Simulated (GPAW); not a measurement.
Co3Ir:

```
Ir Co
1.0
     3.58256    0.00000    0.00000
     0.00000    3.58256    0.00000
     0.00000    0.00000    3.58256
Ir Co
1 3
Direct
  0.00000 0.00000 0.00000
  0.50000 0.50000 0.00000
  0.50000 0.00000 0.50000
  0.00000 0.50000 0.50000
```

The cell comes from a database or a generator and needn't be the stable form of this composition.

Program: GPAW 26.7.0. Alike in all runs: task band structure; spin collinear, ferromagnetic start; cell as given; cutoff (eV) 600; smearing fermi-dirac 0.05 eV.

Problem. Order these runs on this cell by their pressure, lowest first.
A. level PBEsol+U; potentials or basis PAW data sets generated in the run's folder for this functional, pw; U Co d U = 1 eV; k mesh 8 × 8 × 8
B. level PBEsol; potentials or basis PAW data sets generated in the run's folder for this functional, pw; k mesh 8 × 8 × 8
C. level LDA; potentials or basis the program's PAW data sets (release 1.2.1) made for this functional, pw; k mesh 6 × 6 × 6
D. level PBEsol+U; potentials or basis PAW data sets generated in the run's folder for this functional, pw; U Co d U = 6 eV; k mesh 8 × 8 × 8
E. level PBEsol+U; potentials or basis PAW data sets generated in the run's folder for this functional, pw; U Co d U = 2 eV; k mesh 8 × 8 × 8

Solution. C (-15.1 GPa), B (-2.9 GPa), A (2.4 GPa), E (9.2 GPa), D (32.1 GPa).

Caveats: the U is typed as a test and isn't derived for this compound (some runs); a pressure of tens of GPa on the cell as given is suspect, and the run, the potentials or the cell itself is likely at fault (some runs).

Not every run made on this cell is shown here.
